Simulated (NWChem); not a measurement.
**C2H5NSi (SMILES C[SiH2]C#N) at PBE/def2-SVP**

We compute a structure relaxation of C2H5NSi. 

The calculation is run with NWChem 7.3.0.

## 1. The molecule

C2H5NSi has 9 atoms, charge 0, and is taken as a singlet. SMILES: `C[SiH2]C#N`. The coordinates come from a PBE0-D4/def2-TZVP relaxation. The run starts from this shape.

Bond lengths: C1–Si2 1.859 Å, Si2–C3 1.855 Å, C3–N4 1.152 Å, C1–H5 1.092 Å, C1–H6 1.092 Å, C1–H7 1.092 Å, Si2–H8 1.482 Å, Si2–H9 1.482 Å. Some angles: C1–Si2–C3 108.8°, Si2–C3–N4 178.8°, C1–Si2–H8 112.7°, C1–Si2–H9 112.7°, C3–Si2–H8 106.1°, C3–Si2–H9 106.1°, Si2–C1–H5 110.7°, Si2–C1–H6 110.7°, Si2–C1–H7 110.1°, H8–Si2–H9 110.0°.

## 2. A geometry optimisation at PBE/def2-SVP

test.nw

```
start test
memory stack 880 mb heap 220 mb global 1100 mb
charge 0

geometry units angstroms
 C       -0.672000       0.931100      -0.497500
 Si      -0.146800      -0.554600       0.488300
 C        1.638300      -0.910100       0.129800
 N        2.747300      -1.112400      -0.107600
 H       -0.554100       0.746100      -1.566800
 H       -0.072800       1.803400      -0.229800
 H       -1.721900       1.160400      -0.300900
 H       -0.893300      -1.779400       0.117000
 H       -0.236400      -0.330800       1.950300
end

basis spherical bse
 * library def2-SVP
end

dft
 xc xpbe96 cpbe96
 grid fine
 convergence energy 1e-07
 maxiter 100
 mulliken
 print low
end

driver
 maxiter 60
end

freq
 temp 2 298.15 500
end

task dft optimize
task dft frequencies
```

The run is started by

```
nwchem test.nw > test.out
```

The log of the run:

```text
Northwest Computational Chemistry Package (NWChem) 7.3.0
             --------------------------------------------------------

           Job information
           ---------------

    nwchem branch   = 7.3.0
    use scalapack   = T
    input           = test.nw
    prefix          = test.
    data base       = ./test.db
    status          = startup
    nproc           =        1

           Memory information
           ------------------

    heap     =     28835838 doubles =      220.0 Mbytes
    stack    =    115343355 doubles =      880.0 Mbytes
    global   =    144179200 doubles =     1100.0 Mbytes (distinct from heap & stack)
    total    =    288358393 doubles =     2200.0 Mbytes
    verify   = yes
    hardfail = no

           Directory information
           ---------------------

  0 permanent = .
  0 scratch   = .

                                NWChem Input Module
                                -------------------

 Scaling coordinates for geometry "geometry" by  1.889725989
 (inverse scale =  0.529177249)

 CS  symmetry detected

          ------
          auto-z
          ------
  no constraints, skipping    0.0000000000000000
  no constraints, skipping    0.0000000000000000

                             Geometry "geometry" -> ""
                             -------------------------

 Output coordinates in angstroms (scale by  1.889725989 to convert to a.u.)

  No.       Tag          Charge          X              Y              Z
 ---- ---------------- ---------- -------------- -------------- --------------
    1 C                    6.0000     0.86832660     1.63878703     0.00000000
    2 Si                  14.0000    -0.60500084     0.50554063     0.00000000
    3 C                    6.0000    -0.00874922    -1.25115186     0.00000000
[... 5 lines of this table left out ...]
    9 H                    1.0000    -1.44160971     0.65639907     1.21356380

      Atomic Mass
      -----------

      C                 12.000000
      Si                27.976930
      N                 14.003070
      H                  1.007825

 Effective nuclear repulsion energy (a.u.)     138.0890472129

            Nuclear Dipole moment (a.u.)
            ----------------------------
        X                 Y               Z
 ---------------- ---------------- ----------------
     0.0000000000    -0.0000000000     0.0000000000

      Symmetry information
      --------------------

 Group name             Cs
 Group number              2
 Group order               2
 No. of unique centers     7

      Symmetry unique atoms

     1    2    3    4    5    7    8

                                Z-matrix (autoz)
                                --------

 Units are Angstrom for bonds and degrees for angles

      Type          Name      I     J     K     L     M      Value
      ----------- --------  ----- ----- ----- ----- ----- ----------
    1 Stretch                  1     2                       1.85875
    2 Stretch                  1     5                       1.09159
    3 Stretch                  1     6                       1.09159
    4 Stretch                  1     7                       1.09248
    5 Stretch                  2     3                       1.85512
    6 Stretch                  2     8                       1.48169
    7 Stretch                  2     9                       1.48169
    8 Stretch                  3     4                       1.15203
    9 Bend                     1     2     3               108.81848
   10 Bend                     1     2     8               112.67337
   11 Bend                     1     2     9               112.67337
   12 Bend                     2     1     5               110.70490
   13 Bend                     2     1     6               110.70490
   14 Bend                     2     1     7               110.11256
   15 Bend                     3     2     8               106.13429
   16 Bend                     3     2     9               106.13429
   17 Bend                     4     2     1               108.36785
   18 Bend                     4     2     8               106.36939
   19 Bend                     4     2     9               106.36939
   20 Bend                     5     1     6               108.44375
   21 Bend                     5     1     7               108.40072
   22 Bend                     6     1     7               108.40072
   23 Bend                     8     2     9               109.97751
   24 Torsion                  2     1     3     4         180.00000
   25 Torsion                  3     2     1     5          60.14672
   26 Torsion                  3     2     1     6         -60.14672
   27 Torsion                  3     2     1     7         180.00000
   28 Torsion                  5     1     2     8         -57.27530
   29 Torsion                  5     1     2     9         177.56873
   30 Torsion                  6     1     2     8        -177.56873
   31 Torsion                  6     1     2     9          57.27530
   32 Torsion                  7     1     2     8          62.57799
   33 Torsion                  7     1     2     9         -62.57799
   34 Torsion                  2     8     3     4        -178.08156
   35 Torsion                  2     9     3     4         178.08156

            XYZ format geometry
            -------------------
     9
 geometry
 C                     0.86832660     1.63878703     0.00000000
 Si                   -0.60500084     0.50554063     0.00000000
 C                    -0.00874922    -1.25115186     0.00000000
[... 5 lines of this table left out ...]
 H                    -1.44160971     0.65639907     1.21356380

[... 111 lines left out ...]
            Nuclear Dipole moment (a.u.)
[... 69 lines left out ...]
           Coulomb energy =      333.463468588636
[... 52 lines left out ...]
@    0    -422.94017467  0.0D+00  0.05169  0.00960  0.00000  0.00000     14.2
[... 56 lines left out ...]
           Coulomb energy =      331.722717854175
[... 40 lines left out ...]
 new step= 0.64                   predicted energy=   -422.941948
[... 88 lines left out ...]
      One electron energy =     -852.203179088926
[... 53 lines left out ...]
@    1    -422.94189869 -1.7D-03  0.00945  0.00253  0.01516  0.05756     33.3
[... 57 lines left out ...]
           Coulomb energy =      331.944655001281
[... 40 lines left out ...]
 new step= 1.22                   predicted energy=   -422.942200
[... 87 lines left out ...]
      One electron energy =     -851.258120503500
[... 53 lines left out ...]
@    2    -422.94219935 -3.0D-04  0.00188  0.00071  0.01138  0.02374     49.5
[... 57 lines left out ...]
           Coulomb energy =      331.725003119521
[... 40 lines left out ...]
 new step= 1.49                   predicted energy=   -422.942237
[... 86 lines left out ...]
      One electron energy =     -850.875101577731
[... 53 lines left out ...]
@    3    -422.94223679 -3.7D-05  0.00016  0.00007  0.00476  0.01162     64.6
[... 51 lines left out ...]
           Coulomb energy =      331.656062585570
[... 40 lines left out ...]
 new step= 1.00                   predicted energy=   -422.942238
[... 70 lines left out ...]
@    4    -422.94223799 -1.2D-06  0.00010  0.00004  0.00075  0.00234     71.4
[... 57 lines left out ...]
           Coulomb energy =      331.644593189044
[... 40 lines left out ...]
 new step= 1.00                   predicted energy=   -422.942239
[... 74 lines left out ...]
@    5    -422.94223911 -1.1D-06  0.00007  0.00002  0.00162  0.00469     80.6
[... 49 lines left out ...]
           Coulomb energy =      331.645657117970
[... 40 lines left out ...]
 new step= 1.00                   predicted energy=   -422.942239
[... 69 lines left out ...]
@    6    -422.94223922 -1.1D-07  0.00005  0.00002  0.00037  0.00074     86.3
[... 77 lines left out ...]
                Final and change from initial internal coordinates
[... 98 lines left out ...]
           Coulomb energy =      331.645471160983
[... 64 lines left out ...]
       Convergence  1.0D-04
[... 16 lines left out ...]
 d_dipole_x/<atom=   1,x> =    -0.3772     [   -1.8118]
[... 3 lines left out ...]
 d_dipole_x/<atom=   2,y> =     0.0258     [    0.1242]
[... 3 lines left out ...]
 d_dipole_x/<atom=   3,z> =    -0.0000     [   -0.0000]
[... 3 lines left out ...]
 d_dipole_x/<atom=   5,x> =     0.0123     [    0.0589]
[... 3 lines left out ...]
 d_dipole_x/<atom=   6,y> =    -0.0276     [   -0.1328]
[... 3 lines left out ...]
 d_dipole_x/<atom=   7,z> =     0.0000     [    0.0000]
[... 3 lines left out ...]
 d_dipole_x/<atom=   9,x> =    -0.2315     [   -1.1119]
[... 4 lines left out ...]
 d_dipole_y/<atom=   1,x> =    -0.0360     [   -0.1727]
[... 3 lines left out ...]
 d_dipole_y/<atom=   2,y> =     1.4817     [    7.1168]
[... 3 lines left out ...]
 d_dipole_y/<atom=   3,z> =     0.0000     [    0.0000]
[... 3 lines left out ...]
 d_dipole_y/<atom=   5,x> =    -0.0089     [   -0.0428]
[... 3 lines left out ...]
 d_dipole_y/<atom=   6,y> =     0.0790     [    0.3795]
[... 3 lines left out ...]
 d_dipole_y/<atom=   7,z> =    -0.0000     [   -0.0000]
[... 3 lines left out ...]
 d_dipole_y/<atom=   9,x> =    -0.0030     [   -0.0146]
[... 4 lines left out ...]
 d_dipole_z/<atom=   1,x> =     0.0000     [    0.0000]
[... 3 lines left out ...]
 d_dipole_z/<atom=   2,y> =     0.0000     [    0.0000]
[... 3 lines left out ...]
 d_dipole_z/<atom=   3,z> =    -0.1798     [   -0.8637]
[... 3 lines left out ...]
 d_dipole_z/<atom=   5,x> =     0.0747     [    0.3586]
[... 3 lines left out ...]
 d_dipole_z/<atom=   6,y> =    -0.0064     [   -0.0307]
[... 3 lines left out ...]
 d_dipole_z/<atom=   7,z> =     0.0933     [    0.4481]
[... 3 lines left out ...]
 d_dipole_z/<atom=   9,x> =     0.0120     [    0.0575]
[... 101 lines left out ...]
 Normal Eigenvalue ||         Derivative Dipole Moments (debye/angs)
[... 26 lines left out ...]
          --------------------------------------------------------
          MASS-WEIGHTED PROJECTED HESSIAN (Hartree/Bohr/Bohr/Kamu)
          --------------------------------------------------------

               1            2            3            4            5            6            7            8            9           10
   ----- ----- ----- ----- -----
    1    3.48994D+01
    2   -5.75707D+00  3.72455D+01
    3    6.61739D-08  1.80590D-08  4.21864D+01
    4   -5.98366D+00 -2.93436D+00 -6.07581D-08  1.07321D+01
[... 22 lines of this table left out ...]
   27   -2.56080D-02 -6.19093D-02  5.22652D-01  1.25714D+01 -2.32649D+00 -2.28724D+01  1.10242D-01 -4.30920D-01  5.48070D-01 -1.80689D-02

              11           12           13           14           15           16           17           18           19           20
   ----- ----- ----- ----- -----
   11    7.42398D+01
   12   -1.34966D-07  7.07659D-01
   13   -6.63142D-02  1.19230D-02  1.28782D+02
   14   -4.79736D-02 -1.06193D-02 -2.64159D+01  4.34908D+01
[... 12 lines of this table left out ...]
   27    1.88745D-01 -7.09568D-02 -3.18740D-01 -2.32779D-01  6.75035D-01  7.99779D-01  4.57613D-01  5.39605D-02 -4.66138D-03  5.18317D-02

              21           22           23           24           25           26           27
   ----- ----- ----- ----- -----
   21    3.81379D+01
   22   -2.96607D-02  6.92588D+01
   23    2.10151D-01 -9.27390D+00  2.19889D+01
   24   -1.14755D-01  7.21715D+01 -1.39337D+01  1.23715D+02
   25    2.96610D-02  5.08370D+00 -8.48462D-01 -5.23478D+00  6.92588D+01
   26   -2.10151D-01 -8.48462D-01  2.48117D+00  9.55615D-01 -9.27390D+00  2.19889D+01
   27   -1.14755D-01  5.23478D+00 -9.55616D-01 -7.25038D+00 -7.21715D+01  1.39337D+01  1.23715D+02

 center of mass
 --------------
 x =  -0.01809783 y =  -0.20857501 z =   0.00000000

 moments of inertia (a.u.)
 ------------------
         554.035126195602          -1.365855663078           0.000000000000
          -1.365855663078         126.346639584249           0.000000000000
           0.000000000000           0.000000000000         647.079048994560

 Rotational Constants
 --------------------
 A=   0.476485 cm-1  (  0.685540 K)
 B=   0.108657 cm-1  (  0.156329 K)
 C=   0.093034 cm-1  (  0.133852 K)

 Temperature                      =   298.15K
 frequency scaling parameter      =   1.0000

 Zero-Point correction to Energy  =   37.795 kcal/mol  (  0.060230 au)
 Thermal correction to Energy     =   41.519 kcal/mol  (  0.066165 au)
 Thermal correction to Enthalpy   =   42.111 kcal/mol  (  0.067108 au)

 Total Entropy                    =   74.957 cal/mol-K
   - Translational                =   38.681 cal/mol-K (mol. weight =  71.0191)
   - Rotational                   =   25.308 cal/mol-K (symmetry #  =        1)
   - Vibrational                  =   10.969 cal/mol-K

 Cv (constant volume heat capacity) =   20.008 cal/mol-K
   - Translational                  =    2.979 cal/mol-K
   - Rotational                     =    2.979 cal/mol-K
   - Vibrational                    =   14.049 cal/mol-K

 Temperature                      =   500.00K
 frequency scaling parameter      =   1.0000

 Zero-Point correction to Energy  =   37.795 kcal/mol  (  0.060230 au)
 Thermal correction to Energy     =   46.348 kcal/mol  (  0.073860 au)
 Thermal correction to Enthalpy   =   47.341 kcal/mol  (  0.075443 au)

 Total Entropy                    =   88.191 cal/mol-K
   - Translational                =   41.248 cal/mol-K (mol. weight =  71.0191)
   - Rotational                   =   26.848 cal/mol-K (symmetry #  =        1)
   - Vibrational                  =   20.095 cal/mol-K

 Cv (constant volume heat capacity) =   27.274 cal/mol-K
   - Translational                  =    2.979 cal/mol-K
   - Rotational                     =    2.979 cal/mol-K
   - Vibrational                    =   21.315 cal/mol-K

          -------------------------------------------------
          NORMAL MODE EIGENVECTORS IN CARTESIAN COORDINATES
          -------------------------------------------------
             (Projected Frequencies expressed in cm-1)

                    1           2           3           4           5           6

 P.Frequency        0.00        0.00        0.00        0.00        0.00        0.00

           1    -0.00233     0.00104    -0.00358    -0.03200    -0.00847     0.17354
[... 25 lines of this table left out ...]
          27     0.19888    -0.06041    -0.18452     0.00100    -0.00735    -0.00095

                    7           8           9          10          11          12

 P.Frequency      136.62      155.75      261.53      346.49      475.07      565.46

           1    -0.05913    -0.00000    -0.00000     0.01149     0.00000     0.03586
[... 25 lines of this table left out ...]
          27    -0.00075    -0.00656     0.15880    -0.00512    -0.25130     0.00011

                   13          14          15          16          17          18

 P.Frequency      682.03      685.62      737.52      856.73      870.30      909.36

           1     0.10797     0.00000     0.12888     0.00000    -0.05214     0.00306
[... 25 lines of this table left out ...]
          27    -0.00744    -0.10449     0.00273     0.08320    -0.01924    -0.40611

                   19          20          21          22          23          24

 P.Frequency     1220.29     1379.54     1383.39     2185.95     2191.21     2239.88

           1    -0.10185     0.00000     0.03676    -0.00078    -0.00000    -0.00011
[... 25 lines of this table left out ...]
          27    -0.01320    -0.00683    -0.00822     0.57264    -0.55901    -0.05073

                   25          26          27

 P.Frequency     2985.40     3088.09     3094.30

           1    -0.03578     0.05645     0.00000
[... 25 lines of this table left out ...]
          27    -0.00035     0.00153    -0.00353

 ----------------------------------------------------------------------------
 Normal Eigenvalue ||    Projected Derivative Dipole Moments (debye/angs)
  Mode   [cm**-1]  ||      [d/dqX]             [d/dqY]           [d/dqZ]
 ------ ---------- || ------------------ ------------------ -----------------
    1        0.000 ||      -0.006              -0.000            -0.076
    2        0.000 ||      -0.000              -0.000            -0.237
    3        0.000 ||       0.008               0.001             0.170
[... 23 lines of this table left out ...]
   27     3094.304 ||       0.000              -0.000             0.059
 ----------------------------------------------------------------------------

 ----------------------------------------------------------------------------
 Normal Eigenvalue ||           Projected Infra Red Intensities
  Mode   [cm**-1]  || [atomic units] [(debye/angs)**2] [(KM/mol)] [arbitrary]
 ------ ---------- || -------------- ----------------- ---------- -----------
    1        0.000 ||    0.000248           0.006         0.242       0.108
    2        0.000 ||    0.002429           0.056         2.368       1.060
    3        0.000 ||    0.001257           0.029         1.225       0.548
[... 23 lines of this table left out ...]
   27     3094.304 ||    0.000150           0.003         0.147       0.066
 ----------------------------------------------------------------------------

 vib:animation  F

 Task  times  cpu:      227.0s     wall:      227.0s
 Total times  cpu:      313.3s     wall:      313.3s
```

It took 5.2 min on 1 thread of Intel Xeon Platinum 8259CL at 2.50GHz (Skylake/Cascade Lake), shared host; peak memory 0.18 GiB.

The path in brief:

```
step  energy from the first frame kept (eV)
   0                                 0.0000
   1                                -0.0469
   2                                -0.0551
   3                                -0.0561
   4                                -0.0561
   5                                -0.0562
   6                                -0.0562
```

After the run. Bond lengths: C1–Si2 1.881 Å, Si2–C3 1.870 Å, C3–N4 1.174 Å, C1–H5 1.108 Å, C1–H6 1.108 Å, C1–H7 1.109 Å, Si2–H8 1.501 Å, Si2–H9 1.501 Å. Some angles: C1–Si2–C3 109.3°, Si2–C3–N4 179.1°, C1–Si2–H8 112.3°, C1–Si2–H9 112.3°, C3–Si2–H8 106.4°, C3–Si2–H9 106.4°, Si2–C1–H5 110.7°, Si2–C1–H6 110.7°, Si2–C1–H7 110.0°, H8–Si2–H9 109.6°.

## 3. Summary of results

Level: PBE/def2-SVP.

| quantity | value |
| --- | --- |
| total energy at the end | -422.94224 Eh |
| lowest harmonic wavenumber | 137 cm⁻¹ |
| highest harmonic wavenumber | 3094 cm⁻¹ |
| zero-point energy | 158.1 kJ/mol |
| ideal-gas entropy at 298.15 K (symmetry number 1 as used) | 75.0 cal/(mol K) |

**Reading.** At the final geometry: Bond lengths: C1–Si2 1.881 Å, Si2–C3 1.870 Å, C3–N4 1.174 Å, C1–H5 1.108 Å, C1–H6 1.108 Å, C1–H7 1.109 Å, Si2–H8 1.501 Å, Si2–H9 1.501 Å. Some angles: C1–Si2–C3 109.3°, Si2–C3–N4 179.1°, C1–Si2–H8 112.3°, C1–Si2–H9 112.3°, C3–Si2–H8 106.4°, C3–Si2–H9 106.4°, Si2–C1–H5 110.7°, Si2–C1–H6 110.7°, Si2–C1–H7 110.0°, H8–Si2–H9 109.6°. All 21 modes are real, so the shape is a minimum at this level. The optimisation took 7 steps and changed the energy by -0.056 eV. Mulliken charges run from -0.29 on C1 to +0.38 on Si2.
